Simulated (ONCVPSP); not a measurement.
**Si: generating and testing an ONCV potential**

Do these settings give a usable potential? It is generated, then checked for transferability, scattering, ghosts and hardness.

Method: ONCVPSP 4.0.1, PBE, scalar-relativistic.

## Step 1: The design

The settings as typed:

* element: silicon (Si, Z = 14)
* type: optimised norm-conserving Vanderbilt (ONCV)
* frozen core: [Ne]
* valence charge: 4
* reference configuration: 3s2 (charge +2)
* partial waves: 3s: rc 1.80 bohr, ncon 3, nbas 8, qcut 3.8 1/bohr, 2 projectors, debl 3 Ha; p scattering state at 0.47 Ha: rc 1.50 bohr, ncon 4, nbas 8, qcut 5.3 1/bohr, 3 projectors, debl 3.6 Ha
* local potential: polynomial inside 1.45 bohr (lpopt 5, dvloc0 -1 Ha)
* core correction: Teter function, fcfact 4.5, rcfact 1.05

The nodes and maxima of the atom's own shells, from an earlier all-electron run, set the scale for the radii.

All-electron outer shells of the reference configuration (PBE, scalar-relativistic, ld1.x):

```json
{"shell": "2p", "level (eV)": "-116.91", "outermost node (bohr)": "–", "outermost maximum (bohr)": "0.39"}
{"shell": "3s", "level (eV)": "-28.54", "outermost node (bohr)": "0.71", "outermost maximum (bohr)": "1.69"}
{"shell": "3p", "level (eV)": "-20.50", "outermost node (bohr)": "0.71", "outermost maximum (bohr)": "1.91"}
```

## Step 2: Generating the potential

Contents of Si.dat:

```
# ATOM AND REFERENCE CONFIGURATION
# atsym  z   nc   nv     iexc    psfile
  Si 14.00    3    1        4      upf
#
#   n    l    f
    1    0    2.00
    2    0    2.00
    2    1    6.00
    3    0    2.00
#
# PSEUDOPOTENTIAL AND OPTIMIZATION
# lmax
    1
#
#   l,   rc,      ep,       ncon, nbas, qcut
    0    1.80    0.00    3    8    3.80
    1    1.50    0.47    4    8    5.30
#
# LOCAL POTENTIAL
# lloc, lpopt,  rc(5),   dvloc0
    4    5    1.45   -1.00
#
# VANDERBILT-KLEINMAN-BYLANDER PROJECTORs
# l, nproj, debl
    0    2    3.00
    1    3    3.60
#
# MODEL CORE CHARGE
# icmod, fcfact, rcfact
    3    4.50    1.05
#
# LOG DERIVATIVE ANALYSIS
# epsh1, epsh2, depsh
   -3.00    5.00    0.02
#
# OUTPUT GRID
# rlmax, drl
    6.00    0.01
#
# TEST CONFIGURATIONS
# ncnf
    4
# nvcnf
#   n    l    f
    2
    3    0    2.00
    3    1    2.00
#
    2
    3    0    2.00
    3    1    1.00
#
    1
    3    0    1.00
#
    2
    3    0    1.00
    3    1    2.00
#
```

On the command line:

```console
$ oncvpsp.x < Si.dat > Si.out
```

Q: Predict the outcome of this session. Wanted: cutoffs for 1 and 0.1 mHa per electron, occupied waves; bound ghosts; GHOST(+) flags; largest test error; largest phase difference near zero energy, channels read; rms error of d²Exc/dn², without and with the model core; projector energies reset by the program.

The runs gave:

| quantity | value |
| --- | --- |
| cutoffs for 1 and 0.1 mHa per electron, occupied waves | 7.2 Ha and 39 Ha |
| bound ghosts | p at -2364.28 eV |
| GHOST(+) flags | s at 123 eV, p at 1211 eV, p at 2107 eV |
| largest test error (AE − PS) | +44 meV, for 3s1 |
| largest phase difference near zero energy, channels read | 0.001 rad |
| rms error of d²Exc/dn², without and with the model core | 5.50 and 4.39 mHa |
| projector energies reset by the program | p: 0.050, 3.650, 7.250 Ha |

**Reading.** A bound ghost (p) makes it unfit for use: electrons can fall into a state that the atom doesn't have. By total energies transferability is fair: the largest error is 44 meV on 34.0 eV, for 3s1. It counts as soft on the atom at that tolerance, with 7.2 Ha needed at the looser tolerance. The tighter tolerance needs 39 Ha, and converged work needs a cutoff nearer that. Near zero energy the phases of the channels with partial waves agree within 0.001 rad. The program also flags highly localised states, GHOST(+) (s, p). All of this concerns the isolated atom, not yet a solid.
